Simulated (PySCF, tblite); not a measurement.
# C2H6BGe radical: geometry, infrared bands and EPR parameters

What infrared bands and EPR parameters should C2H6BGe radical (`[BH2][GeH][CH]=C`) show?

Programs: tblite 0.8.0 and PySCF 2.14.0, with density-fitted response routines of our own. Each step states its level of theory. These are calculated values for one molecule in the gas phase, unless marked as measured. Atoms are numbered from 0 throughout.

## 1. The starting structure

10 atoms, charge 0, multiplicity 2; geometry from: force field or distance geometry start.

Bonds of the start (Å): B0–Ge1 2.02, Ge1–C2 1.93, C2–C3 1.31, B0–H4 1.19, B0–H5 1.17, Ge1–H6 1.55, C2–H7 1.09, C3–H8 1.09, C3–H9 1.10.

## 2. Geometry optimisation with GFN2-xTB

What the job is given:

```
{"job": {"kind": "relax", "xc": "GFN2-xTB", "basis": "xTB"}, "charge": 0, "multiplicity": 2}
B     -1.929200    -0.725600     0.292400
Ge    -0.658600    -0.227900    -1.194000
C      0.739000     0.900900    -0.478400
C      1.542400     0.480100     0.472600
H     -2.696500     0.102100     0.671700
H     -1.583900    -1.510600     1.094600
H     -0.015600    -1.517100    -1.769000
H      0.850200     1.912300    -0.875000
H      2.324900     1.120200     0.870200
H      1.436100    -0.529700     0.892300
```

On the command line:

```
$ OMP_NUM_THREADS=1 python probes_run.py task.json out
```

This one command runs all jobs of the session in turn.

**Question.** This job is followed by: GFN2-xTB harmonic vibrations, gas phase; UKS B3LYP, def2-TZVP-core on Ge, pcH-1 on B C H, non-relativistic, mean-field spin-orbit, GIAO. Predict these results of the whole session: strongest single infrared mode (GFN2-xTB); zero-point energy (GFN2-xTB); g(iso) (B3LYP); ⟨S²⟩; largest a(iso) (averaged by class); surface potential, 1st and 99th percentile.

As calculated:

| quantity | value |
| --- | --- |
| strongest single infrared mode (GFN2-xTB) | 1766 cm⁻¹, 573 km/mol |
| zero-point energy (GFN2-xTB) | 41.6 kcal/mol |
| g(iso) (B3LYP) | 2.00655 |
| ⟨S²⟩ | 0.755 (exact 0.75) |
| largest a(iso) (averaged by class) | 1H on H6, -24.7 MHz |
| surface potential, 1st and 99th percentile | -0.46 V and 0.97 V |

**Reading.** The optimisation took 116 steps and gained 0.759 eV; among the close pairs (by a distance rule), B0–Ge1 changed most, from 2.018 to 1.935 Å. No mode is imaginary among the 24: a minimum at this level. The strongest single mode, at 1766 cm⁻¹, moves mainly H6. GFN2-xTB is a fitted tight-binding method: band positions and strengths are rough. Its intensities can rank the bands wrongly. Ge1 carries the largest spin population, 0.64 e. The isotropic g lies 4.2 ppt above the free-electron value. The hyperfine terms hold no scalar relativity, which the heavier nuclei need.
